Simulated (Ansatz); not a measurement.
# RbDy4C: the cost of one run

Computed with Ansatz 0.2.0 (DFT PBE, scalar-relativistic, plane waves, PAW; 4f electrons in the core of a trivalent norm-conserving potential, unless a step's input says otherwise).

## Step 1: The starting structure

Symmetry: F-43m, No. 216, cubic system. The conventional cell has a = 8.386 Å, b = 8.386 Å, c = 8.386 Å, α = 90.00°, β = 90.00°, γ = 90.00°. Rb (site symmetry -43m) has 12 Dy at 3.48 Å and 4 C at 3.63 Å in its first shell of neighbours. Dy (site symmetry 3m) has 6 Dy at 2.94 to 2.99 Å and 3 C at 3.47 Å and 3 Rb at 3.48 Å in its first shell of neighbours. C (site symmetry -43m) has 12 Dy at 3.47 Å and 4 Rb at 3.63 Å in its first shell of neighbours.

As a file:

```
CELL_PARAMETERS angstrom
0.00000 4.19316 4.19316
4.19316 0.00000 4.19316
4.19316 4.19316 0.00000
ATOMIC_POSITIONS crystal
Rb 0.25000 0.25000 0.25000
Dy 0.12211 0.62596 0.62596
Dy 0.62596 0.12211 0.62596
Dy 0.62596 0.62596 0.12211
Dy 0.62596 0.62596 0.62596
C 0.00000 0.00000 0.00000
```

The cell is invented: species swapped into a database cell of ErInNi4 (F-43m, No. 216), with Rb on the Er sites, C on the In sites and Dy on the Ni sites. The dimensions are guesses.

## Step 2: The guess as it stands, on a coarse mesh

File input.yaml:

```yaml
crystal:
  lattice:
    - [0.0, 4.19316431, 4.19316431]
    - [4.19316431, 0.0, 4.19316431]
    - [4.19316431, 4.19316431, 0.0]
  atoms:
    - { symbol: Rb, position: [0.25, 0.25, 0.25] }
    - { symbol: Dy, position: [0.12210608, 0.62596464, 0.62596464] }
    - { symbol: Dy, position: [0.62596464, 0.12210608, 0.62596464] }
    - { symbol: Dy, position: [0.62596464, 0.62596464, 0.12210608] }
    - { symbol: Dy, position: [0.62596464, 0.62596464, 0.62596464] }
    - { symbol: C, position: [0.0, 0.0, 0.0] }
basis:
  ecutwfc: 630
kpoints:
  mp_grid: { grid: [4, 4, 4] }
hamiltonian:
  xc: pbe
  pseudopotentials:
    kind: paw
    azcp: { Dy: "pseudopotentials/pbe/nc/lanthanide_3plus/Dy.nc.azcp" }
scf:
  occupations: { method: gaussian, width: 0.1 }
  lower_state_search: "off"
output:
  forces: true
  stress: true
  eigenvalues: true
```

On the command line:

```bash
$ ansatz run input.yaml --threads 1 --pin off --max-ram 2560MiB --backend cpu --events-out ev --progress --plain --runs-dir out
```

Q: Estimate wall time and peak memory on 1 thread of Intel Xeon at 2.70GHz, shared host.

About 10 s, with a peak of 0.42 GiB.
